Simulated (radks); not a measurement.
# Se²⁺ in [Ar] 3d10 4s2 4p2: an all-electron calculation

An exercise on one series of results from a longer session: the logs are not shown, and one member is left open.

Program: radks (a radial shooting solver on a logarithmic mesh, Libxc functionals) version 1. Level of theory: scalar-relativistic Kohn-Sham, PBE, spin-unpolarised, spherical densities, finite nucleus. These are calculated values, not measurements, unless marked.

## What is computed

```
element            : selenium (Z = 34)
charge             : +2
electrons          : 32
configuration      : [Ar] 3d10 4s2 4p2
nuclear rms radius : 4.14 fm
```

Outer shells as boxes (Hund's rule):

Se²⁺
```
[Ar] core
3d [↑↓][↑↓][↑↓][↑↓][↑↓]
4s [↑↓]
4p [↑ ][↑ ][  ]
```

Set-up of the first run:

Settings of this run:

```text
Z 34
configuration [Ar] 3d10 4s2 4p2
relativity scalar-relativistic
functional pbe,pbe
spin unpolarised
nucleus finite rms 4.14 fm
c 137.035999084
```

One table of the session follows, with a row left open; its other results are not shown here.

It belongs to the step «Radial structure». Sizes of the orbitals, from the radial functions (bohr):

```
level      <r>  outermost maximum (interpolated)  90 % within  nodes
   1s  0.04408                            0.0288       0.0788      0
   2s        ?                                 ?            ?      ?
   2p   0.1711                             0.132        0.279      0
   3s   0.5739                             0.502        0.856      2
   3p   0.5893                             0.500        0.902      1
   3d   0.6285                             0.453         1.04      0
   4s    1.692                              1.47         2.49      3
   4p    1.988                              1.69         2.97      2
```

Estimate the missing values for 2s.

The run gave: <r>: 0.1959; outermost maximum (interpolated): 0.164; 90 % within: 0.303; nodes: 1. In the column «<r>» it lies between 2p (0.1711) and 3s (0.5739).

Caveats from the session: Spin polarisation and multiplet splitting are left out.
